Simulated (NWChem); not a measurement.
**One shape, several levels: AlH2O2F (SMILES [OH][Al]([OH])[F])**

Wanted: a comparison of 5 runs (HF/STO-3G, HF/3-21G, B3LYP/6-31G*, MP2/def2-SVPD) of AlH2O2F. 

The calculation is run with NWChem 7.3.0.

## Step 1: Starting point

AlH2O2F: 6 atoms, total charge 0, spin state singlet. SMILES: `[OH][Al]([OH])[F]`. Geometry: relaxed at PBE0-D4/def2-TZVP. This is one conformer, not always the lowest.

Bond lengths: O1–Al2 1.680 Å, Al2–O3 1.680 Å, Al2–F4 1.647 Å, O1–H5 0.955 Å, O3–H6 0.955 Å. Angles: O1–Al2–O3 118.5°, O1–Al2–F4 120.7°, O3–Al2–F4 120.7°, Al2–O1–H5 122.9°, Al2–O3–H6 122.9°.

## Step 2: Energy and forces at HF/STO-3G (run 1)

alfh2o2.xyz reads:

```xyz
6
AlFH2O2
O     -0.572600     1.327600    -0.678800
Al    -0.045500    -0.145500    -0.067500
O      1.058000    -0.139600     1.199000
F     -0.598500    -1.564400    -0.695900
H     -1.198300     1.397500    -1.397100
H      1.399100    -0.939600     1.594000
```

run.py reads:

```python
from ase.io import read
from ase.calculators.nwchem import NWChem

atoms = read('alfh2o2.xyz')

calc = NWChem(
    label='alfh2o2',
    theory='scf',
    memory='2200 mb',
    basis='STO-3G',
    basispar='spherical bse',
    scf={'nopen': '0', 'rhf': None, 'thresh': '1e-08', 'maxiter': '80'},
)
atoms.calc = calc

forces = atoms.get_forces()
e = atoms.get_potential_energy()
print(f"E = {e:.6f} eV")
print("forces (eV/A):")
for s, f in zip(atoms.symbols, forces):
    print(f"{s:2s} {f[0]:10.5f} {f[1]:10.5f} {f[2]:10.5f}")
print("dipole (e A):", atoms.get_dipole_moment().round(4))
```

Started as:

```bash
$ export ASE_NWCHEM_COMMAND="nwchem PREFIX.nwi > PREFIX.nwo"
$ python run.py
```

Standard output:

```text
E = -13224.651513 eV
forces (eV/A):
O     1.80502   -0.30601    2.07251
Al   -0.35404   -0.91207   -0.40176
O    -1.04505    2.25712   -1.20940
F     0.52178    1.33877    0.59279
H    -1.04330   -0.66766   -1.19433
H     0.11565   -1.71020    0.14018
dipole (e A): [-0.0912 -0.2339 -0.1037]
```

The calculator wrote alfh2o2.nwi:

```
title "alfh2o2"

permanent_dir alfh2o2

scratch_dir alfh2o2

start alfh2o2

geometry units angstrom nocenter noautosym noautoz
  O  -5.7260000000000000e-01 1.3275999999999999e+00 -6.7879999999999996e-01
  Al -4.5499999999999999e-02 -1.4549999999999999e-01 -6.7500000000000004e-02
  O  1.0580000000000001e+00 -1.3960000000000000e-01 1.1990000000000001e+00
  F  -5.9850000000000003e-01 -1.5644000000000000e+00 -6.9589999999999996e-01
  H  -1.1982999999999999e+00 1.3975000000000000e+00 -1.3971000000000000e+00
  H  1.3991000000000000e+00 -9.3959999999999999e-01 1.5940000000000001e+00
end

memory 2200 mb

basis spherical bse noprint
   * library STO-3G
end

scf
  nopen 0
  rhf
  thresh 1e-08
  maxiter 80
end

task scf gradient
```

alfh2o2.nwo:

```text
Northwest Computational Chemistry Package (NWChem) 7.3.0
             --------------------------------------------------------

           Job information
           ---------------

    nwchem branch   = 7.3.0
    use scalapack   = T
    input           = alfh2o2.nwi
    prefix          = alfh2o2.
    data base       = alfh2o2/alfh2o2.db
    status          = startup
    nproc           =        1

           Memory information
           ------------------

    heap     =     72089598 doubles =      550.0 Mbytes
    stack    =     72089595 doubles =      550.0 Mbytes
    global   =    144179200 doubles =     1100.0 Mbytes (distinct from heap & stack)
    total    =    288358393 doubles =     2200.0 Mbytes
    verify   = yes
    hardfail = no

           Directory information
           ---------------------

  0 permanent = alfh2o2
  0 scratch   = alfh2o2

                                NWChem Input Module
                                -------------------

                                      alfh2o2
                                      -------

[... 119 lines left out ...]
 Convergence threshold     :          1.000E-08
[... 12 lines left out ...]
       Final RHF  results
[... 3 lines left out ...]
      One-electron energy =  -1004.752902210473
[... 1 line left out ...]
 Nuclear repulsion energy =    161.360148911420
[... 34 lines left out ...]
                       ROHF Final Molecular Orbital Analysis
[... 174 lines left out ...]
                              NWChem Gradients Module
                              -----------------------

                                      alfh2o2

  wavefunction    =   RHF

                         RHF ENERGY GRADIENTS

    atom               coordinates                        gradient
                 x          y          z           x          y          z
   1 O      -1.082057   2.508800  -1.282746   -0.035102   0.005951  -0.040304
   2 Al     -0.085983  -0.274955  -0.127557    0.006885   0.017737   0.007813
   3 O       1.999330  -0.263806   2.265781    0.020323  -0.043894   0.023519
   4 F      -1.131001  -2.956287  -1.315060   -0.010147  -0.026035  -0.011528
   5 H      -2.264459   2.640892  -2.640136    0.020289   0.012984   0.023226
   6 H       2.643916  -1.775587   3.012223   -0.002249   0.033258  -0.002726

                 ----------------------------------------
                 |  Time  |  1-e(secs)   |  2-e(secs)   |
                 ----------------------------------------
                 |  CPU   |       0.00   |       0.18   |
                 ----------------------------------------
                 |  WALL  |       0.00   |       0.18   |
                 ----------------------------------------

 Task  times  cpu:        0.7s     wall:        0.7s
 Total times  cpu:        0.7s     wall:        0.7s
```

Wall time 1.8 s (1 thread of Intel Xeon 6975P-C (Granite Rapids), shared host); peak memory 0.099 GiB.

## Step 3: Energy and forces at HF/3-21G (run 2)

run.py reads:

```python
from ase import Atoms
from ase.calculators.nwchem import NWChem

system = Atoms('OAlOFHH', positions=[
    [-0.572600, 1.327600, -0.678800],
    [-0.045500, -0.145500, -0.067500],
    [1.058000, -0.139600, 1.199000],
    [-0.598500, -1.564400, -0.695900],
    [-1.198300, 1.397500, -1.397100],
    [1.399100, -0.939600, 1.594000],
])

calc = NWChem(
    label='input',
    theory='scf',
    memory='2200 mb',
    basis='3-21G',
    basispar='spherical bse',
    scf={'nopen': '0', 'rhf': None, 'thresh': '1e-08', 'maxiter': '80', 'print': 'low'},
)
system.calc = calc

forces = system.get_forces()
print(f"energy = {system.get_potential_energy():.6f} eV")
print("forces (eV/A):")
for s, f in zip(system.symbols, forces):
    print(f"{s:2s} {f[0]:10.5f} {f[1]:10.5f} {f[2]:10.5f}")
```

Started as:

```bash
$ export ASE_NWCHEM_COMMAND="nwchem PREFIX.nwi > PREFIX.nwo"
$ python run.py
```

Standard output:

```text
energy = -13326.476315 eV
forces (eV/A):
O    -0.23042   -0.68494   -0.26158
Al    0.24030    0.61244    0.27346
O    -0.28544   -0.63671   -0.32499
F     0.03774    0.09693    0.04278
H    -0.17535    0.57084   -0.20368
H     0.41318    0.04145    0.47401
```

The calculator wrote input.nwi:

```
title "input"

permanent_dir input

scratch_dir input

start input

geometry units angstrom nocenter noautosym noautoz
  O  -5.7260000000000000e-01 1.3275999999999999e+00 -6.7879999999999996e-01
  Al -4.5499999999999999e-02 -1.4549999999999999e-01 -6.7500000000000004e-02
  O  1.0580000000000001e+00 -1.3960000000000000e-01 1.1990000000000001e+00
  F  -5.9850000000000003e-01 -1.5644000000000000e+00 -6.9589999999999996e-01
  H  -1.1982999999999999e+00 1.3975000000000000e+00 -1.3971000000000000e+00
  H  1.3991000000000000e+00 -9.3959999999999999e-01 1.5940000000000001e+00
end

memory 2200 mb

basis spherical bse noprint
   * library 3-21G
end

scf
  nopen 0
  rhf
  thresh 1e-08
  maxiter 80
  print low
end

task scf gradient
```

input.nwo:

```text
Northwest Computational Chemistry Package (NWChem) 7.3.0
             --------------------------------------------------------

           Job information
           ---------------

    nwchem branch   = 7.3.0
    use scalapack   = T
    input           = input.nwi
    prefix          = input.
    data base       = input/input.db
    status          = startup
    nproc           =        1

           Memory information
           ------------------

    heap     =     72089596 doubles =      550.0 Mbytes
    stack    =     72089601 doubles =      550.0 Mbytes
    global   =    144179200 doubles =     1100.0 Mbytes (distinct from heap & stack)
    total    =    288358397 doubles =     2200.0 Mbytes
    verify   = yes
    hardfail = no

           Directory information
           ---------------------

  0 permanent = input
  0 scratch   = input

                                NWChem Input Module
                                -------------------

                                       input
                                       -----

[... 27 lines left out ...]
            Nuclear Dipole moment (a.u.)
[... 61 lines left out ...]
 Forming initial guess at       0.0s

 Starting SCF solution at       0.0s

       Final RHF  results
       ------------------

         Total SCF energy =   -489.738975539185
      One-electron energy =  -1004.504144893793
      Two-electron energy =    353.405020443189
 Nuclear repulsion energy =    161.360148911420

        Time for solution =      0.6s

                              NWChem Gradients Module
                              -----------------------

                         RHF ENERGY GRADIENTS

    atom               coordinates                        gradient
                 x          y          z           x          y          z
   1 O      -1.082057   2.508800  -1.282746    0.004481   0.013320   0.005087
   2 Al     -0.085983  -0.274955  -0.127557   -0.004673  -0.011910  -0.005318
   3 O       1.999330  -0.263806   2.265781    0.005551   0.012382   0.006320
   4 F      -1.131001  -2.956287  -1.315060   -0.000734  -0.001885  -0.000832
   5 H      -2.264459   2.640892  -2.640136    0.003410  -0.011101   0.003961
   6 H       2.643916  -1.775587   3.012223   -0.008035  -0.000806  -0.009218

 Task  times  cpu:        0.9s     wall:        0.9s
 Total times  cpu:        0.9s     wall:        0.9s
```

Run time: 2 s. Hardware: 1 thread of Intel Xeon 6975P-C (Granite Rapids), shared host; peak memory 0.099 GiB.

Run 3 isn't shown in full; the table further down has it.

## Step 4: Energy and forces at B3LYP/6-31G(d) (Cartesian functions) (run 4)

run.py reads:

```python
from ase import Atoms
from ase.calculators.nwchem import NWChem

atoms = Atoms(['O', 'Al', 'O', 'F', 'H', 'H'], positions=[
    [-0.572600, 1.327600, -0.678800],
    [-0.045500, -0.145500, -0.067500],
    [1.058000, -0.139600, 1.199000],
    [-0.598500, -1.564400, -0.695900],
    [-1.198300, 1.397500, -1.397100],
    [1.399100, -0.939600, 1.594000],
])

calc = NWChem(
    label='alfh2o2',
    theory='dft',
    memory='2200 mb',
    basis='6-31G*',
    dft={'xc': 'b3lyp', 'mult': '1', 'grid': 'xfine', 'convergence': 'energy 1e-08', 'iterations': '100', 'mulliken': None},
)
atoms.calc = calc

forces = atoms.get_forces()
print("Total energy (eV):", round(atoms.get_potential_energy(), 6))
print("forces (eV/A):")
for s, f in zip(atoms.symbols, forces):
    print(f"{s:2s} {f[0]:10.5f} {f[1]:10.5f} {f[2]:10.5f}")
print("dipole (e A):", atoms.get_dipole_moment().round(4))
```

Started as:

```bash
$ export ASE_NWCHEM_COMMAND="nwchem PREFIX.nwi > PREFIX.nwo"
$ python run.py
```

Standard output:

```text
Total energy (eV): -13444.932553
forces (eV/A):
O     0.14126    0.44984    0.16003
Al   -0.09019   -0.23490   -0.10218
O     0.19088    0.40382    0.21716
F    -0.09786   -0.25099   -0.11128
H    -0.28354    0.00627   -0.32545
H     0.13951   -0.37404    0.16172
dipole (e A): [-0.0732 -0.1877 -0.0832]
```

The calculator wrote alfh2o2.nwi:

```
title "alfh2o2"

permanent_dir alfh2o2

scratch_dir alfh2o2

start alfh2o2

geometry units angstrom nocenter noautosym noautoz
  O  -5.7260000000000000e-01 1.3275999999999999e+00 -6.7879999999999996e-01
  Al -4.5499999999999999e-02 -1.4549999999999999e-01 -6.7500000000000004e-02
  O  1.0580000000000001e+00 -1.3960000000000000e-01 1.1990000000000001e+00
  F  -5.9850000000000003e-01 -1.5644000000000000e+00 -6.9589999999999996e-01
  H  -1.1982999999999999e+00 1.3975000000000000e+00 -1.3971000000000000e+00
  H  1.3991000000000000e+00 -9.3959999999999999e-01 1.5940000000000001e+00
end

memory 2200 mb

basis noprint
   * library 6-31G*
end

dft
  xc b3lyp
  mult 1
  grid xfine
  convergence energy 1e-08
  iterations 100
  mulliken
end

task dft gradient
```

alfh2o2.nwo:

```text
Northwest Computational Chemistry Package (NWChem) 7.3.0
             --------------------------------------------------------

           Job information
           ---------------

    nwchem branch   = 7.3.0
    use scalapack   = T
    input           = alfh2o2.nwi
    prefix          = alfh2o2.
    data base       = alfh2o2/alfh2o2.db
    status          = startup
    nproc           =        1

           Memory information
           ------------------

    heap     =     72089598 doubles =      550.0 Mbytes
    stack    =     72089595 doubles =      550.0 Mbytes
    global   =    144179200 doubles =     1100.0 Mbytes (distinct from heap & stack)
    total    =    288358393 doubles =     2200.0 Mbytes
    verify   = yes
    hardfail = no

           Directory information
           ---------------------

  0 permanent = alfh2o2
  0 scratch   = alfh2o2

                                NWChem Input Module
                                -------------------

                                      alfh2o2
                                      -------

[... 90 lines left out ...]
  convergence criterion.
[... 17 lines left out ...]
          Convergence on gradient requested:  5.00D-04
[... 27 lines left out ...]
          Convergence aids based upon iterative change in
[... 28 lines left out ...]
 1-e energy   =   -1003.328624
[... 49 lines left out ...]
         Total DFT energy =     -494.092162061788
[... 2 lines left out ...]
    Exchange-Corr. energy =      -47.287065192308
[... 549 lines left out ...]
          Convergence on energy requested:  1.00D-08
[... 25 lines left out ...]
          Spatial weights used:  Erf1
[... 4 lines left out ...]
          total energy or number of iterations.
[... 18 lines left out ...]
                            NWChem DFT Gradient Module
                            --------------------------

                                      alfh2o2

  charge          =   0.00
  wavefunction    = closed shell

                         DFT ENERGY GRADIENTS

    atom               coordinates                        gradient
                 x          y          z           x          y          z
   1 O      -1.082057   2.508800  -1.282746   -0.002747  -0.008748  -0.003112
   2 Al     -0.085983  -0.274955  -0.127557    0.001754   0.004568   0.001987
   3 O       1.999330  -0.263806   2.265781   -0.003712  -0.007853  -0.004223
   4 F      -1.131001  -2.956287  -1.315060    0.001903   0.004881   0.002164
   5 H      -2.264459   2.640892  -2.640136    0.005514  -0.000122   0.006329
   6 H       2.643916  -1.775587   3.012223   -0.002713   0.007274  -0.003145

                 ----------------------------------------
                 |  Time  |  1-e(secs)   |  2-e(secs)   |
                 ----------------------------------------
                 |  CPU   |       0.00   |       1.52   |
                 ----------------------------------------
                 |  WALL  |       0.00   |       1.52   |
                 ----------------------------------------

 Task  times  cpu:       12.2s     wall:       12.2s
 Total times  cpu:       12.2s     wall:       12.2s
```

It took 14 s on 1 thread of Intel Xeon 6975P-C (Granite Rapids), shared host; peak memory 0.13 GiB.

## Step 5: Energy and forces at MP2/def2-SVPD (run 5)

struct.nw reads:

```
start struct
title "AlFH2O2 mp2"
memory 2200 mb

geometry noautosym nocenter noautoz
   O    -0.572600    1.327600   -0.678800
   Al   -0.045500   -0.145500   -0.067500
   O     1.058000   -0.139600    1.199000
   F    -0.598500   -1.564400   -0.695900
   H    -1.198300    1.397500   -1.397100
   H     1.399100   -0.939600    1.594000
end

basis spherical bse
   * library def2-SVPD
end

scf
   thresh 1e-08
   maxiter 80
   noprint "final vectors analysis"
end

mp2
   freeze core 8
   tight
end

task mp2 gradient
```

Started as:

```bash
$ nwchem struct.nw > struct.out
```

Standard output:

```text
[...]
  functions       =   109
[...]
  wavefunction    = RHF
[...]
         Total SCF energy =   -492.190755660758
      One-electron energy =  -1006.800037149479
      Two-electron energy =    353.249132577301
 Nuclear repulsion energy =    161.360148911420
        Time for solution =     13.0s
[...]
          Total MP2 energy          -492.847668515376
[...]
                         mp2 ENERGY GRADIENTS
    atom               coordinates                        gradient
                 x          y          z           x          y          z
   1 O      -1.082057   2.508800  -1.282746    0.002077  -0.014330   0.002448
   2 Al     -0.085983  -0.274955  -0.127557   -0.001032  -0.002579  -0.001179
   3 O       1.999330  -0.263806   2.265781   -0.009251  -0.004109  -0.010597
   4 F      -1.131001  -2.956287  -1.315060    0.007449   0.019113   0.008467
   5 H      -2.264459   2.640892  -2.640136    0.004188  -0.002473   0.004818
   6 H       2.643916  -1.775587   3.012223   -0.003431   0.004378  -0.003957
[...]
```

Wall time 35 s (1 thread of Intel Xeon 6975P-C (Granite Rapids), shared host); peak memory 0.41 GiB.

## Step 6: The series

```
run                               level  iteration cap  module  energy (Eh)  dipole moment (D)  HOMO energy (eV)  LUMO energy (eV)  wall time
  1                           HF/STO-3G             80     scf  -485.996983               1.30             -8.84             10.65      1.8 s
  2                            HF/3-21G             80     scf  -489.738976                  –                 –                 –        2 s
  3  B3LYP/6-31G* (spherical functions)            100     dft  -494.085744               1.03             -8.54             -0.80       13 s
  4  B3LYP/6-31G* (Cartesian functions)            100     dft  -494.092162               1.05             -8.55             -0.83       14 s
  5                       MP2/def2-SVPD             80     mp2  -492.847669               0.78                 –                 –       35 s
```

## Step 7: Results

```
                                                      quantity          value
                                           run 5: total energy  -492.84767 Eh
run 5: dipole moment (of the density that the program reports)         0.78 D
            run 5: correlation energy (8 core orbitals frozen)     -656.9 mEh
                               run 5: largest force on an atom     1.141 eV/Å
```

What this shows: Over runs 1, 3, 4, 5 the dipole moment (its size) runs from 0.78 D (MP2/def2-SVPD) to 1.30 D (HF/STO-3G). The two ends differ in method and basis. Over runs 1, 3, 4 the HOMO–LUMO gap runs from 7.71 eV (B3LYP/6-31G*) to 19.50 eV (HF/STO-3G). In run 1 the basis is minimal, so the values are rough. All runs together took 65 s, the longest 35 s.
